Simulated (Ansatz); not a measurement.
# GeCl2: the cost of one run

Method: DFT PBE, scalar-relativistic, plane waves, PAW, in Ansatz 0.2.0.

2 further runs of the same task are left out: 1 that didn't finish, 1 set aside as unsound or not needed.

### 1 Starting point

Symmetry: Fm-3m, No. 225, cubic system. Conventional cell: a = 6.619 Å, b = 6.619 Å, c = 6.619 Å, α = 90.00°, β = 90.00°, γ = 90.00°. Ge (site symmetry m-3m) is surrounded by 8 Cl at 2.87 Å. Cl (site symmetry -43m) has 4 Ge at 2.87 Å as nearest neighbours.

Coordinates:

```
CELL_PARAMETERS angstrom
0.00000 3.30962 3.30962
3.30962 0.00000 3.30962
3.30962 3.30962 0.00000
ATOMIC_POSITIONS crystal
Ge 0.00000 0.00000 0.00000
Cl 0.25000 0.25000 0.25000
Cl 0.75000 0.75000 0.75000
```

The cell was relaxed beforehand at this level, from a database cell with other species swapped in; it needn't be the stable form of this composition. At a tolerance of 0.02 Å it has space group Fm-3m (No. 225); it has 24.17 Å³/atom, an uncorrected energy of -0.67 eV/atom over the elements.

### 2 Bands, states and charges

File input.yaml:

```yaml
crystal:
  lattice:
    - [0.0, 3.3096205066, 3.3096205066]
    - [3.3096205066, 0.0, 3.3096205066]
    - [3.3096205066, 3.3096205066, 0.0]
  atoms:
    - { symbol: Ge, position: [0.0, 0.0, 0.0] }
    - { symbol: Cl, position: [0.25, 0.25, 0.25] }
    - { symbol: Cl, position: [0.75, 0.75, 0.75] }
basis:
  ecutwfc: 420
kpoints:
  mp_grid: { grid: [6, 6, 6] }
  band_path:
    path:
      - [[0.0, 0.0, 0.0], [0.5, 0.0, 0.5], [0.625, 0.25, 0.625]]
      - [[0.375, 0.375, 0.75], [0.0, 0.0, 0.0], [0.5, 0.5, 0.5], [0.5, 0.25, 0.75], [0.5, 0.0, 0.5]]
    npoints: 14
hamiltonian:
  xc: pbe
scf:
  occupations: { method: gaussian, width: 0.02 }
  n_extra_bands: 7
output:
  forces: true
  stress: true
  eigenvalues: true
  populations: true
  dos: { projected: true, de: 0.02, nscf_kmesh: { grid: [9, 9, 9] } }
  bader: true
  write_density: true
  write_potential: true
  elf: true
  volumetric_format: npy
```

Command:

```console
> ansatz run input.yaml --threads 1 --pin off --max-ram 2048MiB --backend cpu --events-out ev --progress --plain --runs-dir out
```

**Question.** How long does this run take on 1 thread of AMD EPYC 9R45 (Zen 5), shared host, and how much memory does it need?

About 8.7 s, with a peak of 0.41 GiB.
